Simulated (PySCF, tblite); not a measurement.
# C₇H₁₂+ (doublet): geometry, infrared bands and EPR parameters

What infrared bands and EPR parameters should C₇H₁₂+ (doublet) (`[CH2][CH+]C1CCCC1`) show?

Computed with tblite 0.8.0 and PySCF 2.14.0, with density-fitted response routines of our own, on a single molecule in the gas phase. Atoms count from 0, in the outputs and in this text.

**1. The starting structure**

19 atoms, charge 1, multiplicity 2; geometry from: force field or distance geometry start.

Bonds of the start (Å): C0–C1 1.52, C1–C2 1.47, C2–C3 1.53, C3–C4 1.52, C4–C5 1.52, C5–C6 1.54, C6–C2 1.48, C0–H7 1.12, C0–H8 1.13, C1–H9 1.10, C2–H10 1.11, C3–H11 1.08, C3–H12 1.12, C4–H13 1.09, C4–H14 1.13, C5–H15 1.08, C5–H16 1.11, C6–H17 1.11, C6–H18 1.10.

**2. Optimising the geometry with GFN2-xTB**

Job settings and geometry (Å):

```
{"job": {"kind": "relax", "xc": "GFN2-xTB", "basis": "xTB"}, "charge": 1, "multiplicity": 2}
C      2.924100    -0.212800     0.315300
C      1.707900     0.659100     0.037000
C      0.372300     0.156900     0.388100
C     -0.745300     1.148900     0.047400
C     -1.980100     0.296200    -0.216500
C     -1.553100    -1.120600     0.109300
C     -0.091100    -1.030900    -0.372900
H      3.724800     0.422600     0.762400
H      3.333500    -0.616800    -0.653000
H      1.828500     1.656800    -0.398300
H      0.321000    -0.004100     1.487700
H     -0.441900     1.738200    -0.809900
H     -0.977900     1.746500     0.964800
H     -2.798100     0.633400     0.425000
H     -2.251400     0.392800    -1.308800
H     -2.125800    -1.901100    -0.360800
H     -1.508500    -1.164200     1.218900
H     -0.192400    -0.817300    -1.459200
H      0.443700    -1.974200    -0.183900
```

Command:

```console
> OMP_NUM_THREADS=1 python probes_run.py task.json out
```

One launch serves the whole session: the jobs run in the order shown.

**Question.** This job is followed by: GFN2-xTB harmonic vibrations, gas phase; UKS B3LYP, pcH-1 on C H, non-relativistic, mean-field spin-orbit, GIAO. What will the session give for the following? strongest single infrared mode (GFN2-xTB); zero-point energy (GFN2-xTB); g(iso) (B3LYP); ⟨S²⟩; largest a(iso) (averaged by class).

The runs gave:

| quantity | value |
| --- | --- |
| strongest single infrared mode (GFN2-xTB) | 1420 cm⁻¹, 382 km/mol |
| zero-point energy (GFN2-xTB) | 103.2 kcal/mol |
| g(iso) (B3LYP) | 2.00305 |
| ⟨S²⟩ | 0.754 (exact 0.75) |
| largest a(iso) (averaged by class) | 1H on H10, 313.6 MHz |

The optimisation took 74 steps and gained 2.532 eV; among the close pairs (by a distance rule), C0–C1 changed most, from 1.522 to 1.343 Å. All 51 modes are real, so the xTB geometry is a minimum. The strongest single mode, at 1420 cm⁻¹, is spread over many atoms; the largest shares are those of H15, H16. GFN2-xTB is a fitted tight-binding method: band positions and strengths are rough. Its intensities can rank the bands wrongly. The largest share of the spin, 0.52 e, sits on C0. The isotropic g lies 0.7 ppt above the free-electron value. These values are for one conformer; the search (at its own cheap level) found 1 more, at 0.77 kcal/mol, and measured spectra average over such forms.
